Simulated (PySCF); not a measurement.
# C4H20MoSi4 (Mo(CH2SiH3)4): the cost of one run

Computed with PySCF 2.14.0 and routines of our own; the level stands in each step. Atoms count from 0.

## (1) The system as given

29 atoms, charge 0, multiplicity 3; geometry from: GFN2-xTB.

## (2) Open-shell or spin-flip excitations: unrestricted TDDFT PBE0/def2-SVP Mo:def2-TZVP

What the job is given:

```
{"job": {"kind": "uabs", "xc": "PBE0", "basis": {"default": "def2-SVP", "Mo": "def2-TZVP"}, "nstates": 15, "tda": false, "pol": false}, "charge": 0, "multiplicity": 3}
Mo     0.004690    -0.005810    -0.012510
C      0.123420    -0.095570     2.121890
Si    -1.629570    -0.095410     2.840500
H      0.651960    -1.001430     2.454960
H      0.674880     0.765670     2.532570
H     -2.340920     1.139670     2.448360
H     -2.393310    -1.271080     2.384260
H     -1.615360    -0.133750     4.308790
C      1.980290    -0.079000    -0.834120
Si     2.931830     1.458240    -0.266230
H      2.523970    -0.976920    -0.497930
H      1.964240    -0.108940    -1.934190
H      2.298830     2.690680    -0.769740
H      3.000870     1.501990     1.210110
H      4.315960     1.454400    -0.758010
C     -0.951530     1.812520    -0.612640
Si    -0.926150     1.928870    -2.503680
H     -1.998950     1.845330    -0.269890
H     -0.450150     2.696140    -0.189520
H      0.455200     2.008500    -3.011300
H     -1.605870     0.757750    -3.097860
H     -1.631170     3.124110    -2.986500
C     -1.135280    -1.671020    -0.728870
Si    -0.389850    -3.268180    -0.033420
H     -2.190610    -1.602780    -0.424220
H     -1.123150    -1.721880    -1.830090
H      1.044820    -3.359620    -0.383050
H     -0.546830    -3.330280     1.430080
H     -1.042270    -4.462210    -0.587750
```

Method: unrestricted TDDFT PBE0/def2-SVP Mo:def2-TZVP, vertical, gas phase, core orbitals frozen in the response.

On the command line:

```sh
$ OMP_NUM_THREADS=4 python excited_run.py task.json out
```

One launch serves the whole session: the jobs run in the order shown.

**Question.** How long does this first job take on 4 threads of Arm Neoverse V2, shared host, and how much memory does it need?

About 4.7 min, with a peak of 1.7 GiB.
